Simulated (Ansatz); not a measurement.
What does this script print? It uses Ansatz 0.2.0 through its Python package.

The script reads `brsr.xyz`:
```text
2

Sr    0.00000    0.00000    0.00000
Br    0.00000    0.00000    2.82500
```

Script `run_adiabatic.py`:
```python
from dataclasses import dataclass

import ansatz as az
import numpy as np


@dataclass(frozen=True)
class RunConfig:
    basis: str = 'def2-SVP'
    functional: str = 'r2SCAN'
    vdw: str = 'd4'
    net_charge: int = 1


settings = RunConfig()

mol = az.Crystal.molecule_from_extxyz('brsr.xyz')

calc = (
    mol.calculation()
    .basis(gaussian=settings.basis)
    .functional(settings.functional, dispersion=settings.vdw)
    .spin('collinear', total=1)
)
symbols = [site.symbol for site in mol.cartesian_sites]
start = np.array([site.position_ang for site in mol.cartesian_sites], dtype=float)
rep = calc.relax(force_tolerance=0.01).run(threads=1).report
end = np.array(rep['positions_ang'])

minimum = az.Crystal.molecule()
for symbol, place in zip(symbols, end):
    minimum = minimum.atom(symbol, place.tolist())
ion = (
    minimum.calculation()
    .basis(gaussian=settings.basis)
    .functional(settings.functional, dispersion=settings.vdw)
    .charge(settings.net_charge)
)
vertical = ion.run(threads=1).report
settled = ion.relax(force_tolerance=0.01, max_steps=80).run(threads=1).report
print(f'vertical ionisation energy   {vertical["free_energy_ev"] - rep["free_energy_ev"]:.3f} eV')
print(f'adiabatic, no zero point     {settled["free_energy_ev"] - rep["free_energy_ev"]:.3f} eV')
print(f'relaxation energy of the ion {vertical["free_energy_ev"] - settled["free_energy_ev"]:.3f} eV')
ionised = np.array(settled['positions_ang'])
print('final positions (A) and the move of each atom')
for symbol, xyz, old in zip(symbols, ionised, end):
    print(f'{symbol:2s} {xyz[0]:10.5f} {xyz[1]:10.5f} {xyz[2]:10.5f}   {np.linalg.norm(xyz - old):7.4f}')
```

Running `python run_adiabatic.py` prints:
```text
vertical ionisation energy   5.642 eV
adiabatic, no zero point     5.586 eV
relaxation energy of the ion 0.056 eV
final positions (A) and the move of each atom
Sr   -0.00000   -0.00000    0.08383    0.0546
Br    0.00000    0.00000    2.74117    0.0546
```

Caveats:
- The energies are electronic: no zero-point or thermal terms, and the basis set is short of its limit. The product may relax into another structure. Each relaxation finds its nearest minimum, which needn't be the lowest.
- def2 sets replace the cores of elements past krypton by effective core potentials.
- The run takes the species as open-shell (spin multiplicity 2), which needn't be its ground state.
- Only the spin states typed were run; another state of an ion can lie lower, by up to an eV or two.
- The spin state was assumed, and another may lie lower.
- It ran for 37 s on 1 thread of Arm Neoverse V1, with other jobs on the host, peak memory 0.24 GiB.
